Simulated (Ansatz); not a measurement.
# ZrB2: the cost of one run

Computed with Ansatz 0.2.0 (DFT PBE, scalar-relativistic, plane waves, PAW, unless a step's input says otherwise).

### Step 1. The structure to begin with

It takes space group P6/mmm (No. 191, hexagonal). The conventional cell has a = 3.170 Å, b = 3.170 Å, c = 3.533 Å, α = 90.00°, β = 90.00°, γ = 120.00°. Zr (site symmetry 6/mmm) has 12 B at 2.54 Å as nearest neighbours. Around B (site symmetry -6m2) lie 3 B at 1.83 Å and 6 Zr at 2.54 Å.

As a file:

```xyz
3
Lattice="3.1700 0.0000 0.0000 -1.5850 2.7453 0.0000 0.0000 0.0000 3.5330" Properties=species:S:1:pos:R:3 pbc="T T T"
Zr    0.0000    0.0000    0.0000
B     0.0000    1.8302    1.7665
B     1.5850    0.9151    1.7665
```

### Step 2. First run, at the start cell

File input.yaml:

```yaml
crystal:
  lattice:
    - [3.17, 0.0, 0.0]
    - [-1.585, 2.74530053, 0.0]
    - [0.0, 0.0, 3.533]
  atoms:
    - { symbol: Zr, position: [0.0, 0.0, 0.0] }
    - { symbol: B, position: [0.3333333333, 0.6666666667, 0.5] }
    - { symbol: B, position: [0.6666666667, 0.3333333333, 0.5] }
basis:
  ecutwfc: 420
  ecutrho_ratio: 4
kpoints:
  mp_grid: { grid: [14, 14, 12] }
hamiltonian:
  xc: pbe
  pseudopotentials: { kind: paw, frozen_core: stored }
scf:
  occupations: { method: gaussian, width: 0.05 }
output:
  forces: true
  stress: true
  eigenvalues: true
relax:
  f_tol: 0.01
  max_steps: 60
  cell: { stress_tol: 0.04 }
```

The run is started by

```bash
ansatz run input.yaml --threads 1 --pin off --max-ram 2560MiB --backend cpu --events-out ev --progress --plain --runs-dir out
```

What time and memory should one allow on 1 thread of Intel Xeon Platinum 8488C (Sapphire Rapids), shared host?

About 15 s, with a peak of 0.44 GiB.
